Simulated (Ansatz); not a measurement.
Task: an active-space calculation of AsBFH₃, SMILES FB[AsH2], with the Python package of Ansatz (0.2.0). Give the script and its output. Use: Hartree-Fock, def2-SVP basis, multiplicity 1.

Contents of `asbfh3.xyz`:
```text
6

F    -2.02560   -0.12040   -0.74220
B    -0.76960   -0.39190   -0.22940
As    0.56550    1.09930    0.05000
H    -0.41220   -1.49590    0.02830
H     1.73270    0.26170   -0.64360
H     0.95130    0.58320    1.49060
```

Script `asbfh3_cas.py`:
```python
import logging
import sys

import ansatz as az

logging.basicConfig(stream=sys.stdout, format="%(levelname)s:%(name)s:%(message)s")
log = logging.getLogger("run")
log.setLevel(logging.INFO)

config = {
    "basis": "def2-SVP",
}

geometry = az.Crystal.molecule_from_extxyz("asbfh3.xyz")

setup = (
    geometry.calculation()
    .basis(gaussian=config["basis"])
    .correlation(active_electrons=4, active_orbitals=5)
)
for method in [None]:
    report = (setup if method is None else setup.correlation(method)).run(threads=1).report
    space = report["configurations"]
    state = space["states"][0]
    print(method or "casscf", f"total {report['free_energy_ev'] / 27.211386246:.6f} Ha, active-space state {state['energy']['hartree']:.6f} Ha, mean field {report['reference_energy_ev'] / 27.211386246:.6f} Ha")
    print("  determinants", state["n_determinants"], " natural occupations", [round(n, 3) for n in space["natural_occupations"]])
print("effectively unpaired electrons, sum of min(n, 2 - n):", round(sum(min(n, 2 - n) for n in space["natural_occupations"]), 3))
```

```console
$ python asbfh3_cas.py
casscf total -2359.754292 Ha, active-space state -2359.754292 Ha, mean field -2359.714609 Ha
  determinants 100  natural occupations [1.966, 1.962, 0.037, 0.03, 0.005]
effectively unpaired electrons, sum of min(n, 2 - n): 0.144
```

Reading the output:
- Total energies depend on the basis set; only differences at equal settings carry meaning.
- The geometry is a force-field or estimated start, not a minimum of this method, and the basis set is short of its limit. The active space starts as a window about the frontier orbitals and is then optimised, not chosen by chemistry.
- Run time: 6.9 s on 1 thread of Arm Neoverse V1 (shared host), peak memory 0.21 GiB.
